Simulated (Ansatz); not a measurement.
**C2H2AlF: how energies converge with the basis set**

The task here is to estimate one member of a computed series from the others.

Method: one geometry, several basis sets; program: Ansatz 0.2.0, Gaussian basis.

The runs, in order: PBE0-D4/def2-SVP; ωB97M-V/def2-SVP; PBE0-D4/def2-QZVPP; ωB97M-V/def2-QZVPP; the functionals' def2-TZVPP values are taken from earlier runs.

## Structure used throughout

An earlier PBE0-D4 in a triple-zeta def2 set relaxation fixed the geometry.

SMILES `FC#[C][AlH2]`, 6 atoms, charge 0, spin multiplicity 1.

Atoms are counted from 1 here; the program's logs count them from 0.

Bond lengths: F1–C2 1.267 Å, C2–C3 1.210 Å, C3–Al4 1.895 Å, Al4–H5 1.580 Å, Al4–H6 1.580 Å. Angles: F1–C2–C3 180.0°, C2–C3–Al4 179.8°, C3–Al4–H5 118.9°, C3–Al4–H6 118.9°, H5–Al4–H6 122.3°.

Geometry (Å):

```
atom    x (Å)    y (Å)    z (Å)
  F1   2.3762   1.6875   0.9363
  C2   1.3954   0.9867   0.5460
  C3   0.4588   0.3179   0.1733
 Al4  -1.0038  -0.7359  -0.4106
  H5  -1.0820  -1.1554  -1.9318
  H6  -2.1026  -1.1648   0.6405
```

The first run:

File in.yaml:

```yaml
crystal:
  periodic: [false, false, false]
  atoms:
    - {symbol: F, position_ang: [2.376174, 1.687464, 0.936300]}
    - {symbol: C, position_ang: [1.395402, 0.986670, 0.545987]}
    - {symbol: C, position_ang: [0.458807, 0.317876, 0.173344]}
    - {symbol: Al, position_ang: [-1.003756, -0.735932, -0.410571]}
    - {symbol: H, position_ang: [-1.081973, -1.155350, -1.931781]}
    - {symbol: H, position_ang: [-2.102554, -1.164828, 0.640521]}
basis:
  gaussian: {orbitals: def2-SVP}
hamiltonian: {xc: pbe0, dispersion: d4}
output: {orbitals: {seedname: orbitals}}
```

Launch:

```bash
$ ansatz run in.yaml --threads 2 --pin off --events-out ev --progress --plain --max-ram 4352MiB
```

Steps of the session up to this table: PBE0-D4 in def2-SVP; ωB97M-V in def2-SVP; PBE0-D4 in def2-QZVPP; ωB97M-V in def2-QZVPP.

One of the session's tables, all rows but one given; the rest of the session is left out.

It belongs to the step «Density functionals: the series». 

```
functional       basis  HOMO (eV)  LUMO (eV)
   PBE0-D4    def2-SVP      -7.91      -1.74
   PBE0-D4  def2-TZVPP      -7.95      -1.77
   PBE0-D4  def2-QZVPP      -7.97      -1.79
   ωB97M-V    def2-SVP     -10.07      -0.01
   ωB97M-V  def2-TZVPP     -10.16      -0.12
   ωB97M-V  def2-QZVPP          ?          ?
```

Estimate the missing values for ωB97M-V, def2-QZVPP.

**Answer.** HOMO (eV): -10.18; LUMO (eV): -0.24. In the column «HOMO (eV)» it is the lowest.
